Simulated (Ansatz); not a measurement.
Crystal: NiMoIrPdW.

```
Ni Mo Pd Ir W
1.0
     2.76616    0.00000    0.00000
    -1.38308    2.39557    0.00000
     0.00000    0.00000   11.02292
Ni Mo Pd Ir W
1 1 1 1 1
Direct
  0.33333 0.66667 0.59712
  0.00000 0.00000 0.41074
  0.66667 0.33333 0.79520
  0.66667 0.33333 0.19960
  0.33333 0.66667 0.99734
```

The cell was built by a generator and needn't be a form met in nature.

| Quantity | Value |
| --- | --- |
| Program | Ansatz 0.2.0 |
| Task | relaxation of cell and atoms |
| Functional | PBEsol |
| Potentials or basis | Ansatz PAW |
| Cutoff | 420 eV (not typed: the program's choice for these potentials) |
| k mesh | 8 × 8 × 2 |
| Occupations | fermi-dirac, width 0.05 eV |
| Spin | collinear spin, ferromagnetic start |
| Starting moments | [1.0, 1.0, 0.0, 0.6, 0.0] μB |

At the start: volume 14.61 Å³/atom.

Problem. Where does the relaxation end?

Solution. It ends after 5 steps and the volume is 14.11 Å³/atom (-3.4 %); space group P3m1 (No. 156, to 0.05 Å); moment 0.00 μB per cell.

The path:
```csv
step,energy change (eV),largest force (eV/Å),volume (Å³)
1,0.0000,0.0778,73.04
2,-0.0701,0.0538,70.84
3,-0.0716,0.0247,70.52
4,-0.0716,0.0080,70.53
5,-0.0708,0.0080,70.53
```

Final structure:
```
Ni Mo Pd Ir W
1.0
     2.73314    0.00000    0.00000
    -1.36657    2.36697    0.00000
     0.00000    0.00000   10.90237
Ni Mo Pd Ir W
1 1 1 1 1
Direct
  0.33333 0.66667 0.59760
  0.00000 0.00000 0.41128
  0.66667 0.33333 0.79418
  0.66667 0.33333 0.20027
  0.33333 0.66667 0.99667
```

Caveat: the plane-wave basis is chosen anew once the cell has moved, so the energies of steps on either side of that aren't comparable; the PAW data sets come from PBE, with cores solved anew for the run's functional, which leaves a small shift of forces and pressure; the starting moments weren't kept.
